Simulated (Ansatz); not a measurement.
# Sb7S: the cost of one run

Method: DFT PBE, scalar-relativistic, plane waves, PAW, unless a step names another level, in Ansatz 0.2.0.

7 further runs of the same task are left out: 2 that didn't finish, 5 set aside as unsound or not needed.

## 1. The formula and the candidates

Pauling electronegativities: Sb 2.05, S 2.58 (spread 0.53). No set of common oxidation states balances it. Tabulated atomic sizes suggest about 28 Å³/atom. 23 candidates were drawn, by swapping species into database cells of other compounds, at random by space group and Wyckoff sites, or by hand, as the table says:

```csv
name,made from,space group no.,Wyckoff sites,atoms (primitive cell),V (Å³/atom)
c01,database cell of Fe7Co,229,"Sb 6b, 8c; S 2a",8,30.0
c02,database cell of CePd7,225,"Sb 24d, 4b; S 4a",8,28.2
c03,random,99,"Sb 2c, 1b, 4e; S 1a",8,31.0
c04,random,164,"Sb 6i, 1b; S 1a",8,33.5
c05,random,166,"Sb 18f, 3b; S 3a",8,29.7
c06,random,225,"Sb 24d, 4a; S 4b",8,33.5
c07,random,166,"Sb 18g, 3a; S 3b",8,35.0
c08,random,216,"Sb 4b, 24f; S 4d",8,34.5
c09,random,221,"Sb 6f, 1a; S 1b",8,35.8
c10,database cell of Mg7Sb,187,"Sb 3k, 3j, 1e; S 1b",8,36.2
c11,random,191,"Sb 3f, 3g, 1b; S 1a",8,36.0
c12,"built by hand: black phosphorus A17, ordered substitution",6,"Sb 1a, 1a, 1b, 1b, 1a, 1b, 1b; S 1a",8,27.9
c13,random,216,"Sb 24g, 4a; S 4c",8,28.7
c14,random,160,"Sb 9b, 9b, 3a; S 3a",8,34.2
c15,random,47,"Sb 1c, 4v, 2p; S 1f",8,31.2
c16,built by hand: simple cubic 2x2x2 ordered A7B,221,"Sb 3d, 3c, 1b; S 1a",8,28.0
c17,"built by hand: A7 antimony, 2x2x2 ordered substitution",166,"Sb 18h, 18h, 6c; S 6c",16,27.9
c18,database cell of Si7Ge,215,"Sb 4e, 3c; S 1a",8,38.0
c19,database cell of YMg7,187,"Sb 3j, 3k, 1f; S 1a",8,39.0
c20,random,189,"Sb 6k, 1b; S 1a",8,28.9
c21,random,65,"Sb 8o, 4e, 2a; S 2d",8,33.3
c22,random,83,"Sb 2f, 4j, 1c; S 1a",8,30.5
c23,random,215,"Sb 3d, 4e; S 1b",8,34.7
```

## 2. Screening run of c12

input.yaml

```yaml
crystal:
  lattice:
    - [4.53, 0.0, 0.0]
    - [0.0, 4.25, 0.0]
    - [0.0, 0.0, 11.6]
  atoms:
    - { symbol: Sb, position: [0.58, 0.0, 0.4] }
    - { symbol: Sb, position: [0.42, 0.0, 0.6] }
    - { symbol: Sb, position: [0.08, 0.5, 0.6] }
    - { symbol: Sb, position: [0.92, 0.5, 0.4] }
    - { symbol: Sb, position: [0.92, 0.0, 0.9] }
    - { symbol: Sb, position: [0.58, 0.5, 0.9] }
    - { symbol: Sb, position: [0.42, 0.5, 0.1] }
    - { symbol: S, position: [0.08, 0.0, 0.1] }
basis:
  ecutwfc: 420
kpoints:
  mp_grid: { grid: [4, 4, 2] }
hamiltonian:
  xc: pbe
scf:
  occupations: { method: gaussian, width: 0.2 }
  lower_state_search: "off"
output:
  forces: true
  stress: true
  eigenvalues: true
relax:
  adjacent_minimum: "off"
  f_tol: 0.08
  max_steps: 16
  cell: { stress_tol: 0.8 }
```

Run with:

```
$ ansatz run input.yaml --threads 1 --pin off --max-ram 2560MiB --backend cpu --events-out ev --progress --plain --runs-dir out
```

What time and memory should one allow on 1 thread of Intel Xeon at 2.50GHz (Skylake/Cascade Lake), shared host?

About 5.4 min, with a peak of 0.57 GiB.
